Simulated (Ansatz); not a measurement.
**CH5BClNSSi: shift of H9 from C2 to B5**

How high is the barrier for the shift of H9 from C2 to B5? Relax the two ends, then run a nudged elastic band between them. SMILES of the start: NC1S[SiH2]B1Cl.

Method: RKS PBE-D4/cc-pVDZ, in Ansatz 0.2.0.

### 1 The structure to begin with

Bond lengths: N1–C2 1.436 Å, C2–S3 1.804 Å, S3–Si4 2.086 Å, C2–B5 1.610 Å, Si4–B5 1.978 Å, B5–Cl6 1.863 Å, N1–H7 1.016 Å, N1–H8 1.102 Å, C2–H9 1.098 Å, Si4–H10 1.532 Å, Si4–H11 1.411 Å. Angles (14 of 19 angles, heavy atoms first): N1–C2–S3 107.0°, N1–C2–B5 112.1°, S3–C2–B5 107.0°, C2–S3–Si4 79.9°, S3–Si4–B5 85.0°, C2–B5–Si4 88.0°, C2–B5–Cl6 136.6°, Si4–B5–Cl6 135.4°, N1–C2–H9 113.2°, S3–C2–H9 109.8°, B5–C2–H9 107.5°, C2–N1–H7 109.9°, C2–N1–H8 104.0°, S3–Si4–H10 111.6°.

Coordinates:

```xyz
11

N    -0.9160   -0.8392   -1.3258
C     0.1585   -0.0762   -0.7545
S     1.3044   -1.2533   -0.0096
Si    0.8636   -0.0694    1.6507
B    -0.3494    0.8973    0.4235
Cl   -1.5027    2.3523    0.5737
H    -0.5622   -1.4293   -2.0730
H    -1.5351   -0.0858   -1.8402
H     0.6878    0.5435   -1.4896
H     0.0249   -0.8327    2.6805
H     1.8917    0.7358    2.1848
```

### 2 End point A

The input, input.yaml:

```yaml
crystal:
  periodic: [false, false, false]
  atoms:
    - { symbol: "N", position_ang: [-0.916, -0.8392, -1.3258] }
    - { symbol: C, position_ang: [0.1585, -0.0762, -0.7545] }
    - { symbol: S, position_ang: [1.3044, -1.2533, -0.0096] }
    - { symbol: Si, position_ang: [0.8636, -0.0694, 1.6507] }
    - { symbol: B, position_ang: [-0.3494, 0.8973, 0.4235] }
    - { symbol: Cl, position_ang: [-1.5027, 2.3523, 0.5737] }
    - { symbol: H, position_ang: [-0.5622, -1.4293, -2.073] }
    - { symbol: H, position_ang: [-1.5351, -0.0858, -1.8402] }
    - { symbol: H, position_ang: [0.6878, 0.5435, -1.4896] }
    - { symbol: H, position_ang: [0.0249, -0.8327, 2.6805] }
    - { symbol: H, position_ang: [1.8917, 0.7358, 2.1848] }
basis:
  gaussian: { orbitals: cc-pVDZ }
hamiltonian:
  xc: pbe
  dispersion: d4
relax:
  f_tol: 0.02
  max_steps: 50
```

Launch:

```bash
$ ansatz run input.yaml --threads 2 --pin off --max-ram 3072MiB --backend cpu --events-out ev --progress --plain --runs-dir out
```

Output, shortened:

```text
Warning: RAYON_NUM_THREADS=2 ignored (pool sized by the plan → 2); use --threads N
[...]
Functional definition: PBE
[...]
1575 factors; their error is unknown
[...]
mean field -34502.21054483 eV, -1267.9328510843 hartree, gradient 2.2e-5 eV, S^2 0.000000; 0 other end points of the search recorded, 0 dependent functions left out
[...]
reference -34502.21058388 eV, -1267.9328525192 hartree; 35, 35 occupied and 86, 86 virtual orbitals, 1575 factors
relax step   1: F+E_penalty+E_count = -34502.56347666 eV  Δ(F+E_penalty+E_count) = +0.000e0 eV  max|allowed force component| = 2.748e0 eV/Å  Δτ_max = 0.0000 Å  (31 SCF iters, accepted)
[...]
relax step   4: F+E_penalty+E_count = -34503.52850032 eV  Δ(F+E_penalty+E_count) = -1.182e-2 eV  max|allowed force component| = 1.683e-1 eV/Å  Δτ_max = 0.0476 Å  (30 SCF iters, accepted)
[...]
relax step   7: F+E_penalty+E_count = -34503.53506279 eV  Δ(F+E_penalty+E_count) = -9.528e-4 eV  max|allowed force component| = 2.335e-2 eV/Å  Δτ_max = 0.0168 Å  (31 SCF iters, accepted)
[...]
relax step  10: F+E_penalty+E_count = -34503.55309586 eV  Δ(F+E_penalty+E_count) = -1.084e-2 eV  max|allowed force component| = 1.920e-1 eV/Å  Δτ_max = 0.0959 Å  (29 SCF iters, accepted)
[...]
relax step  13: F+E_penalty+E_count = -34503.63765271 eV  Δ(F+E_penalty+E_count) = -3.769e-2 eV  max|allowed force component| = 4.037e-1 eV/Å  Δτ_max = 0.1421 Å  (29 SCF iters, accepted)
[...]
relax step  14: F+E_penalty+E_count = -34503.70506667 eV  Δ(F+E_penalty+E_count) = -6.741e-2 eV  max|allowed force component| = 3.275e-1 eV/Å  Δτ_max = 0.1979 Å  (28 SCF iters, accepted)
```

### 3 The output, continued: end point A relaxed

The log, continued, shortened:

```text
[...]
1575 factors; their error is unknown
mean field -34503.41791897 eV, -1267.9772212655 hartree, gradient 1.0e-5 eV, S^2 0.000000; 0 other end points of the search recorded, 0 dependent functions left out
[...]
reference -34503.41795922 eV, -1267.9772227447 hartree; 35, 35 occupied and 86, 86 virtual orbitals, 1575 factors
[...]
Atom 7 at    -1.511321    -0.044707    -1.697155 Å, force    -0.000483    -0.001482    -0.001524 eV/Å
Atom 8 at     0.819073     0.606928    -1.992557 Å, force    -0.003962     0.001485    -0.000889 eV/Å
Atom 9 at     0.084133    -1.351894     2.451084 Å, force     0.000628     0.001753    -0.000131 eV/Å
Atom 10 at     1.530533     0.619582     2.444840 Å, force    -0.000266     0.000700    -0.001117 eV/Å
Dipole moment:    -0.344139    -0.418523    -0.466267 e Å
```

Wall time 98 s (2 threads of Arm Neoverse V1, shared host); peak memory 0.22 GiB.

Step by step:

```csv
step,energy from step 1 (eV),largest force component (eV/Å)
1,0.0000,2.7478
2,-0.8212,0.8776
3,-0.9532,0.3513
4,-0.9650,0.1683
5,-0.9692,0.0794
6,-0.9706,0.0604
7,-0.9716,0.0233
8,-0.9733,0.0677
9,-0.9788,0.1076
10,-0.9896,0.1920
11,-1.0082,0.3180
12,-1.0365,0.3957
13,-1.0742,0.4037
14,-1.1416,0.3275
15,-1.2196,0.6994
16,-1.3501,0.7558
17,-1.4977,0.9958
18x,-1.4353,2.0905
19,-1.5372,0.4296
20,-1.5538,0.2103
21x,-1.5479,0.2270
22,-1.5560,0.0297
23,-1.5562,0.0314
24,-1.5564,0.0072
```

Step 1 is the start. 2 steps were tried and not accepted (marked x).

After: Bond lengths: N1–C2 1.523 Å, C2–S3 1.829 Å, S3–Si4 2.243 Å, N1–B5 1.622 Å, C2–B5 1.595 Å, Si4–B5 2.022 Å, B5–Cl6 1.813 Å, N1–H7 1.031 Å, N1–H8 1.029 Å, C2–H9 1.102 Å, Si4–H10 1.515 Å, Si4–H11 1.511 Å. Angles (14 of 25 angles, heavy atoms first): N1–C2–S3 109.4°, N1–C2–B5 62.6°, S3–C2–B5 106.5°, C2–N1–B5 60.9°, C2–S3–Si4 80.0°, S3–Si4–B5 80.0°, N1–B5–C2 56.5°, N1–B5–Si4 108.4°, N1–B5–Cl6 114.2°, C2–B5–Si4 92.9°, C2–B5–Cl6 126.8°, Si4–B5–Cl6 133.0°, N1–C2–H9 114.2°, S3–C2–H9 117.4°.

Pairs that crossed the distance rule for bonds on the way: came closer N1–B5.

### 4 End point B

The second end starts from a geometry with the move made by hand.

Changes to input.yaml since step 2:

```diff
@@ -11,3 +11,3 @@
     - { symbol: H, position_ang: [-1.5351, -0.0858, -1.8402] }
-    - { symbol: H, position_ang: [0.6878, 0.5435, -1.4896] }
+    - { symbol: H, position_ang: [-0.98229, 1.74821, -0.07077] }
     - { symbol: H, position_ang: [0.0249, -0.8327, 2.6805] }
@@ -22 +22,3 @@
   max_steps: 50
+output:
+  orbitals: {}
```

Launch:

```bash
$ ansatz run input.yaml --threads 2 --pin off --max-ram 3072MiB --backend cpu --events-out ev --progress --plain --runs-dir out
```

Output:

```text
Warning: RAYON_NUM_THREADS=2 ignored (pool sized by the plan → 2); use --threads N
The last accepted step is kept in <dir> (removed where the run ends without a failure and the disk answers)
Engine: ansatz 0.2.0, aarch64-unknown-linux-gnu
[... 1 set-up line as earlier in the session ...]
  parameter kappa = 0.804
  parameter beta = 0.06672455060314922
  exchange = pbe_x(kappa = kappa, mu = beta*pi^2/3)
  correlation = pbe_c(beta = beta)
1575 factors; their error is unknown
mean field evaluation 1: about -34481.8169 eV, gradient 6.8e1 eV
mean field evaluation 2: about -34375.2281 eV, gradient 1.8e2 eV
mean field evaluation 4: about -34485.4801 eV, gradient 5.1e1 eV
mean field evaluation 8: about -34494.0453 eV, gradient 5.9e-1 eV
mean field evaluation 16: about -34493.9744 eV, gradient 7.3e-4 eV
mean field -34493.97437736 eV, -1267.6301775124 hartree, gradient 3.3e-5 eV, S^2 0.000000; 0 other end points of the search recorded, 0 dependent functions left out
the calculation of the forces begins
reference -34493.97441593 eV, -1267.6301789296 hartree; 35, 35 occupied and 86, 86 virtual orbitals, 1575 factors
relax step   1: F+E_penalty+E_count = -34494.33311655 eV  Δ(F+E_penalty+E_count) = +0.000e0 eV  max|allowed force component| = 1.647e1 eV/Å  Δτ_max = 0.0000 Å  (33 SCF iters, accepted)
these checks for a lower state are left out or cut short: starts, cluster_reference, orbital_swaps, neighbouring_geometries, increment
1575 factors; their error is unknown
mean field -34498.00563615 eV, -1267.7783235405 hartree, gradient 8.1e-6 eV, S^2 0.000000; 0 other end points of the search recorded, 0 dependent functions left out
the calculation of the forces begins
reference -34498.00567595 eV, -1267.7783250032 hartree; 35, 35 occupied and 86, 86 virtual orbitals, 1575 factors
relax step   2: F+E_penalty+E_count = -34498.35746744 eV  Δ(F+E_penalty+E_count) = -4.024e0 eV  max|allowed force component| = 7.782e0 eV/Å  Δτ_max = 0.1947 Å  (39 SCF iters, accepted)
these checks for a lower state are left out or cut short: starts, cluster_reference, orbital_swaps, neighbouring_geometries, increment
1575 factors; their error is unknown
mean field evaluation 32: about -34500.1318 eV, gradient 9.4e-1 eV
mean field -34500.06875575 eV, -1267.8541417872 hartree, gradient 2.0e-5 eV, S^2 0.000000; 0 other end points of the search recorded, 0 dependent functions left out
the calculation of the forces begins
reference -34500.06879621 eV, -1267.8541432743 hartree; 35, 35 occupied and 86, 86 virtual orbitals, 1575 factors
relax step   3: F+E_penalty+E_count = -34500.41982484 eV  Δ(F+E_penalty+E_count) = -2.062e0 eV  max|allowed force component| = 2.324e0 eV/Å  Δτ_max = 0.1943 Å  (38 SCF iters, accepted)
these checks for a lower state are left out or cut short: starts, cluster_reference, orbital_swaps, neighbouring_geometries, increment
1575 factors; their error is unknown
mean field -34500.85664407 eV, -1267.8830961490 hartree, gradient 8.7e-6 eV, S^2 0.000000; 0 other end points of the search recorded, 0 dependent functions left out
the calculation of the forces begins
reference -34500.85668421 eV, -1267.8830976241 hartree; 35, 35 occupied and 86, 86 virtual orbitals, 1575 factors
relax step   4: F+E_penalty+E_count = -34501.20578077 eV  Δ(F+E_penalty+E_count) = -7.860e-1 eV  max|allowed force component| = 1.887e0 eV/Å  Δτ_max = 0.1970 Å  (40 SCF iters, accepted)
these checks for a lower state are left out or cut short: starts, cluster_reference, orbital_swaps, neighbouring_geometries, increment
1575 factors; their error is unknown
mean field -34501.56441560 eV, -1267.9091062731 hartree, gradient 9.4e-6 eV, S^2 0.000000; 0 other end points of the search recorded, 0 dependent functions left out
the calculation of the forces begins
reference -34501.56445567 eV, -1267.9091077457 hartree; 35, 35 occupied and 86, 86 virtual orbitals, 1575 factors
relax step   5: F+E_penalty+E_count = -34501.91296156 eV  Δ(F+E_penalty+E_count) = -7.072e-1 eV  max|allowed force component| = 2.208e0 eV/Å  Δτ_max = 0.1950 Å  (41 SCF iters, accepted)
these checks for a lower state are left out or cut short: starts, cluster_reference, orbital_swaps, neighbouring_geometries, increment
1575 factors; their error is unknown
mean field -34502.32264043 eV, -1267.9369705216 hartree, gradient 2.6e-5 eV, S^2 0.000000; 0 other end points of the search recorded, 0 dependent functions left out
the calculation of the forces begins
reference -34502.32268007 eV, -1267.9369719785 hartree; 35, 35 occupied and 86, 86 virtual orbitals, 1575 factors
relax step   6: F+E_penalty+E_count = -34502.67076417 eV  Δ(F+E_penalty+E_count) = -7.578e-1 eV  max|allowed force component| = 2.183e0 eV/Å  Δτ_max = 0.1949 Å  (39 SCF iters, accepted)
these checks for a lower state are left out or cut short: starts, cluster_reference, orbital_swaps, neighbouring_geometries, increment
1575 factors; their error is unknown
mean field evaluation 64: about -34503.0728 eV, gradient 4.1e-1 eV
mean field -34503.00256916 eV, -1267.9619574415 hartree, gradient 1.4e-5 eV, S^2 0.000000; 0 other end points of the search recorded, 0 dependent functions left out
the calculation of the forces begins
reference -34503.00260879 eV, -1267.9619588979 hartree; 35, 35 occupied and 86, 86 virtual orbitals, 1575 factors
relax step   7: F+E_penalty+E_count = -34503.35179517 eV  Δ(F+E_penalty+E_count) = -6.810e-1 eV  max|allowed force component| = 1.839e0 eV/Å  Δτ_max = 0.1930 Å  (39 SCF iters, accepted)
these checks for a lower state are left out or cut short: starts, cluster_reference, orbital_swaps, neighbouring_geometries, increment
1575 factors; their error is unknown
mean field -34503.53583763 eV, -1267.9815546965 hartree, gradient 1.5e-5 eV, S^2 0.000000; 0 other end points of the search recorded, 0 dependent functions left out
the calculation of the forces begins
reference -34503.53587721 eV, -1267.9815561508 hartree; 35, 35 occupied and 86, 86 virtual orbitals, 1575 factors
relax step   8: F+E_penalty+E_count = -34503.88806117 eV  Δ(F+E_penalty+E_count) = -5.363e-1 eV  max|allowed force component| = 1.658e0 eV/Å  Δτ_max = 0.1999 Å  (31 SCF iters, accepted)
these checks for a lower state are left out or cut short: starts, cluster_reference, orbital_swaps, neighbouring_geometries, increment
1575 factors; their error is unknown
mean field -34503.92769809 eV, -1267.9959553026 hartree, gradient 1.9e-5 eV, S^2 0.000000; 0 other end points of the search recorded, 0 dependent functions left out
the calculation of the forces begins
reference -34503.92773797 eV, -1267.9959567682 hartree; 35, 35 occupied and 86, 86 virtual orbitals, 1575 factors
relax step   9: F+E_penalty+E_count = -34504.28815516 eV  Δ(F+E_penalty+E_count) = -4.001e-1 eV  max|allowed force component| = 1.190e0 eV/Å  Δτ_max = 0.1950 Å  (29 SCF iters, accepted)
these checks for a lower state are left out or cut short: starts, cluster_reference, orbital_swaps, neighbouring_geometries, increment
1575 factors; their error is unknown
mean field -34503.94466566 eV, -1267.9965788493 hartree, gradient 1.2e-5 eV, S^2 0.000000; 0 other end points of the search recorded, 0 dependent functions left out
the calculation of the forces begins
reference -34503.94470521 eV, -1267.9965803027 hartree; 35, 35 occupied and 86, 86 virtual orbitals, 1575 factors
relax step  10: F+E_penalty+E_count = -34504.30920398 eV  Δ(F+E_penalty+E_count) = -2.105e-2 eV  max|allowed force component| = 1.303e0 eV/Å  Δτ_max = 0.2000 Å  (38 SCF iters, accepted)
these checks for a lower state are left out or cut short: starts, cluster_reference, orbital_swaps, neighbouring_geometries, increment
1575 factors; their error is unknown
mean field evaluation 96: about -34504.0466 eV, gradient 1.1e-4 eV
mean field -34504.04656437 eV, -1268.0003235578 hartree, gradient 1.5e-5 eV, S^2 0.000000; 0 other end points of the search recorded, 0 dependent functions left out
the calculation of the forces begins
reference -34504.04660421 eV, -1268.0003250219 hartree; 35, 35 occupied and 86, 86 virtual orbitals, 1575 factors
relax step  11: F+E_penalty+E_count = -34504.41100056 eV  Δ(F+E_penalty+E_count) = -1.018e-1 eV  max|allowed force component| = 2.649e-1 eV/Å  Δτ_max = 0.1141 Å  (31 SCF iters, accepted)
these checks for a lower state are left out or cut short: starts, cluster_reference, orbital_swaps, neighbouring_geometries, increment
1575 factors; their error is unknown
mean field -34504.06538410 eV, -1268.0010151703 hartree, gradient 1.2e-5 eV, S^2 0.000000; 0 other end points of the search recorded, 0 dependent functions left out
the calculation of the forces begins
reference -34504.06542392 eV, -1268.0010166334 hartree; 35, 35 occupied and 86, 86 virtual orbitals, 1575 factors
relax step  12: F+E_penalty+E_count = -34504.43106823 eV  Δ(F+E_penalty+E_count) = -2.007e-2 eV  max|allowed force component| = 1.155e-1 eV/Å  Δτ_max = 0.0621 Å  (30 SCF iters, accepted)
these checks for a lower state are left out or cut short: starts, cluster_reference, orbital_swaps, neighbouring_geometries, increment
1575 factors; their error is unknown
mean field -34504.07374243 eV, -1268.0013223331 hartree, gradient 1.2e-5 eV, S^2 0.000000; 0 other end points of the search recorded, 0 dependent functions left out
the calculation of the forces begins
reference -34504.07378228 eV, -1268.0013237975 hartree; 35, 35 occupied and 86, 86 virtual orbitals, 1575 factors
relax step  13: F+E_penalty+E_count = -34504.44013554 eV  Δ(F+E_penalty+E_count) = -9.067e-3 eV  max|allowed force component| = 1.642e-1 eV/Å  Δτ_max = 0.0765 Å  (31 SCF iters, accepted)
these checks for a lower state are left out or cut short: starts, cluster_reference, orbital_swaps, neighbouring_geometries, increment
1575 factors; their error is unknown
mean field -34504.07694474 eV, -1268.0014400159 hartree, gradient 1.2e-5 eV, S^2 0.000000; 0 other end points of the search recorded, 0 dependent functions left out
the calculation of the forces begins
reference -34504.07698451 eV, -1268.0014414772 hartree; 35, 35 occupied and 86, 86 virtual orbitals, 1575 factors
relax step  14: F+E_penalty+E_count = -34504.44371915 eV  Δ(F+E_penalty+E_count) = -3.584e-3 eV  max|allowed force component| = 6.708e-2 eV/Å  Δτ_max = 0.0578 Å  (32 SCF iters, accepted)
these checks for a lower state are left out or cut short: starts, cluster_reference, orbital_swaps, neighbouring_geometries, increment
1575 factors; their error is unknown
mean field -34504.07815085 eV, -1268.0014843394 hartree, gradient 1.2e-5 eV, S^2 0.000000; 0 other end points of the search recorded, 0 dependent functions left out
the calculation of the forces begins
reference -34504.07819049 eV, -1268.0014857963 hartree; 35, 35 occupied and 86, 86 virtual orbitals, 1575 factors
relax step  15: F+E_penalty+E_count = -34504.44527681 eV  Δ(F+E_penalty+E_count) = -1.558e-3 eV  max|allowed force component| = 5.754e-2 eV/Å  Δτ_max = 0.0675 Å  (32 SCF iters, accepted)
these checks for a lower state are left out or cut short: starts, cluster_reference, orbital_swaps, neighbouring_geometries, increment
1575 factors; their error is unknown
mean field evaluation 128: about -34504.1482 eV, gradient 7.3e-1 eV
mean field -34504.07889877 eV, -1268.0015118250 hartree, gradient 1.2e-5 eV, S^2 0.000000; 0 other end points of the search recorded, 0 dependent functions left out
the calculation of the forces begins
reference -34504.07893837 eV, -1268.0015132805 hartree; 35, 35 occupied and 86, 86 virtual orbitals, 1575 factors
relax step  16: F+E_penalty+E_count = -34504.44609682 eV  Δ(F+E_penalty+E_count) = -8.200e-4 eV  max|allowed force component| = 3.783e-2 eV/Å  Δτ_max = 0.0225 Å  (32 SCF iters, accepted)
these checks for a lower state are left out or cut short: starts, cluster_reference, orbital_swaps, neighbouring_geometries, increment
1575 factors; their error is unknown
mean field -34504.07903467 eV, -1268.0015168194 hartree, gradient 1.2e-5 eV, S^2 0.000000; 0 other end points of the search recorded, 0 dependent functions left out
the calculation of the forces begins
reference -34504.07907428 eV, -1268.0015182751 hartree; 35, 35 occupied and 86, 86 virtual orbitals, 1575 factors
relax step  17: F+E_penalty+E_count = -34504.44635224 eV  Δ(F+E_penalty+E_count) = -2.554e-4 eV  max|allowed force component| = 1.988e-2 eV/Å  Δτ_max = 0.0087 Å  (34 SCF iters, accepted)
1575 factors; their error is unknown
mean field evaluation 160: about -34504.0790 eV, gradient 1.9e-4 eV
mean field -34504.07903467 eV, -1268.0015168194 hartree, gradient 1.5e-5 eV, S^2 0.000000; 1 other end points of the search recorded, 0 dependent functions left out
the calculation of the forces begins
reference -34504.07907428 eV, -1268.0015182751 hartree; 35, 35 occupied and 86, 86 virtual orbitals, 1575 factors
Total energy: -34504.44639185 eV, -1268.0150169468 hartree
Atom 0 at    -0.961299    -0.667345    -1.517394 Å, force    -0.019439     0.011110    -0.001442 eV/Å
Atom 1 at    -0.124378    -0.184262    -0.610907 Å, force    -0.002132    -0.003960    -0.012276 eV/Å
Atom 2 at     1.334238    -1.026596    -0.123832 Å, force    -0.003418     0.001153     0.004346 eV/Å
Atom 3 at     0.748974     0.156500     1.729998 Å, force     0.015644    -0.019885     0.004380 eV/Å
Atom 4 at    -0.365956     1.103155     0.282932 Å, force    -0.001078     0.003288    -0.005293 eV/Å
Atom 5 at    -2.135422     1.649632     0.389170 Å, force     0.002752    -0.001289    -0.001250 eV/Å
Atom 6 at    -0.822460    -1.559474    -1.998244 Å, force     0.014278     0.000754     0.010954 eV/Å
Atom 7 at    -1.833892    -0.147076    -1.668046 Å, force     0.001735    -0.001933    -0.000217 eV/Å
Atom 8 at     0.410998     1.978644    -0.088459 Å, force    -0.001067     0.001505     0.000159 eV/Å
Atom 9 at     0.155582    -0.879491     2.658317 Å, force     0.002394     0.006014    -0.000921 eV/Å
Atom 10 at     1.989025     0.724022     2.385794 Å, force    -0.009671     0.003242     0.001560 eV/Å
Dipole moment:    -0.001689    -0.630435    -0.512083 e Å
```

Run time: 71 s. Hardware: 2 threads of Arm Neoverse V1, shared host; peak memory 0.22 GiB.

The steps of the relaxation:

```csv
step,energy from step 1 (eV),largest force component (eV/Å)
1,0.0000,16.4678
2,-4.0243,7.7819
3,-6.0867,2.3235
4,-6.8727,1.8872
5,-7.5798,2.2083
6,-8.3376,2.1833
7,-9.0187,1.8388
8,-9.5549,1.6577
9,-9.9550,1.1900
10,-9.9761,1.3030
11,-10.0779,0.2649
12,-10.0980,0.1155
13,-10.1070,0.1642
14,-10.1106,0.0671
15,-10.1122,0.0575
16,-10.1130,0.0378
17,-10.1132,0.0199
```

Step 1 is the start.

After: Bond lengths: N1–C2 1.325 Å, C2–S3 1.753 Å, S3–Si4 2.276 Å, C2–B5 1.586 Å, Si4–B5 2.057 Å, B5–Cl6 1.855 Å, N1–H7 1.023 Å, N1–H8 1.027 Å, B5–H9 1.228 Å, Si4–H10 1.512 Å, Si4–H11 1.513 Å. Angles (14 of 19 angles, heavy atoms first): N1–C2–S3 122.7°, N1–C2–B5 125.8°, S3–C2–B5 111.1°, C2–S3–Si4 76.3°, S3–Si4–B5 78.8°, C2–B5–Si4 86.6°, C2–B5–Cl6 114.6°, Si4–B5–Cl6 127.7°, C2–N1–H7 123.6°, C2–N1–H8 116.9°, S3–Si4–H10 104.2°, S3–Si4–H11 109.7°, B5–Si4–H10 122.3°, B5–Si4–H11 125.2°.

Pairs that crossed the distance rule for bonds on the way: moved apart Cl6–H9.

(Part 1 of 3 ends here.)
